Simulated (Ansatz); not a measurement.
# FH4NSn: short molecular-dynamics run from a Python script

The task is a short molecular-dynamics run, for FH4NSn. SMILES: [NH2][SnH2][F].

Program: Ansatz 0.2.0 through its Python package. Level of theory: PBE+D4/def2-SVP. These are calculated values, not measurements.

**1. The structure**

Bond lengths: N1–Sn2 2.009 Å, Sn2–F3 1.935 Å, N1–H4 1.104 Å, N1–H5 1.037 Å, Sn2–H6 1.760 Å, Sn2–H7 1.777 Å. Angles: N1–Sn2–F3 107.8°, N1–Sn2–H6 110.5°, N1–Sn2–H7 109.5°, F3–Sn2–H6 110.2°, F3–Sn2–H7 110.0°, H6–Sn2–H7 108.8°, Sn2–N1–H4 105.0°, Sn2–N1–H5 111.4°, H4–N1–H5 104.3°.

The script holds or builds the structure itself.

**2. The code**

File fh4nsn.py:

```python
# -*- coding: utf-8 -*-
"""A short Born-Oppenheimer trajectory of FH4NSn."""

import logging
import sys
import warnings

import ansatz as az
from ase import Atoms
import numpy as np

logging.basicConfig(stream=sys.stdout, format="[%(levelname)s] %(message)s")
logger = logging.getLogger("fh4nsn")
logger.setLevel(logging.INFO)

warnings.simplefilter("ignore", az.DeckWarning)

atoms = Atoms(["N", "Sn", "F", "H", "H", "H", "H"], positions=[
    [-1.0149, 0.127, -0.8274],
    [0.3867, -0.1379, 0.5874],
    [0.362, -2.0033, 1.1017],
    [-0.9168, 1.183, -1.1337],
    [-0.7924, -0.4098, -1.6865],
    [0.0558, 0.882, 1.9836],
    [1.9809, 0.291, -0.0709],
])
molecule = az.Crystal.molecule_from_ase(atoms)

setup = (
    molecule.calculation()
    .basis(gaussian="def2-SVP")
    .functional("pbe", dispersion="d4")
    .accuracy("medium")
    .scf(lower_state_search="off")
)
symbols = [site.symbol for site in molecule.cartesian_sites]
start = np.array([site.position_ang for site in molecule.cartesian_sites], dtype=float)
summary = setup.relax(force_tolerance=0.02).run(threads=1).report
end = np.array(summary["positions_ang"])
minimum = az.Crystal.molecule()
for symbol, place in zip(symbols, end):
    minimum = minimum.atom(symbol, place.tolist())

# dynamics from the relaxed geometry
setup = (
    minimum.calculation()
    .basis(gaussian="def2-SVP")
    .functional("pbe", dispersion="d4")
    .accuracy("medium")
    .scf(lower_state_search="off")
    .md("nvt_nose_hoover", timestep=0.5, steps=20, temperature=300, initial_velocities="maxwell_boltzmann", seed=72, thermostat_time=10)
)
frames = []
res = setup.session().plan().execute(on_event=lambda e: frames.append(e["data"]) if e["event"] == "md_step" else None)
logger.info("t (fs)   E_pot (eV)      E_kin (eV)   T (K)   d(0-1) (A)")
for f in frames[::3]:
    xyz = np.array(f["positions_ang"])
    logger.info(f"{f['time_fs']:6.2f} {f['lagrangian_ev']:14.5f} {f['e_kin_ev']:10.5f} {f['temperature_k']:8.1f} {np.linalg.norm(xyz[0] - xyz[1]):9.4f}")
kept = np.array([f["conserved_ev"] for f in frames])
logger.info(f"conserved energy moves by at most {1000 * np.ptp(kept):.3f} meV")
symbols = [site.symbol for site in molecule.cartesian_sites]
with open("last_frame.xyz", "w") as handle:
    handle.write(f"{len(symbols)}\nt = {frames[-1]['time_fs']} fs\n")
    handle.writelines("{:2s} {:10.5f} {:10.5f} {:10.5f}\n".format(s, *xyz) for s, xyz in zip(symbols, frames[-1]["positions_ang"]))
```

**3. What the engine is handed**

The engine receives this input (first run):

```yaml
crystal:
  periodic: [false, false, false]
  atoms:
    - { symbol: "N", position_ang: [-1.0149, 0.127, -0.8274] }
    - { symbol: Sn, position_ang: [0.3867, -0.1379, 0.5874] }
    - { symbol: F, position_ang: [0.362, -2.0033, 1.1017] }
    - { symbol: H, position_ang: [-0.9168, 1.183, -1.1337] }
    - { symbol: H, position_ang: [-0.7924, -0.4098, -1.6865] }
    - { symbol: H, position_ang: [0.0558, 0.882, 1.9836] }
    - { symbol: H, position_ang: [1.9809, 0.291, -0.0709] }
accuracy: medium
basis:
  gaussian:
    orbitals: def2-SVP
hamiltonian:
  xc: pbe
  dispersion: d4
scf:
  lower_state_search: "off"
relax:
  f_tol: 0.02
```

**4. Launch**

On the command line:

```console
$ python fh4nsn.py
```

**Question.** What results will this script give? Wanted: moves of the relaxation of run 1; energy gained in run 1; last largest force component of run 1; mean temperature, second half; farthest move; largest change of the conserved energy.

The runs gave:

| quantity | value |
| --- | --- |
| runs compared | 2 |
| moves of the relaxation of run 1 | 11 |
| energy gained in run 1 | 0.269 eV |
| last largest force component of run 1 | 0.0043 eV/Å |
| length of the run | 20 steps, 10 fs |
| mean temperature, second half | 170 K |
| farthest move | 0.26 Å |
| largest change of the conserved energy | 0.07 meV/atom |

**Reading.** Run 1: The relaxation took 11 moves; the largest shift is 0.806 Å, of atom 4 (H). So large a move can change the bonding: the results belong to the relaxed structure. The temperature swings between 133 and 300 K, with a mean of 170 K in the second half; from a start near a minimum about half of the kinetic energy passes into potential energy. The conserved energy stays within 0.07 meV/atom, so the time step holds. 10 fs show the first vibrations only, not equilibrium. What to keep in mind:
- The trajectory is only some femtoseconds long, and gives no averages; where the script doesn't relax first, it starts from a rough generated geometry.
- def2 sets replace the cores of elements past krypton by effective core potentials.
- The temperature counts the internal degrees of freedom alone.
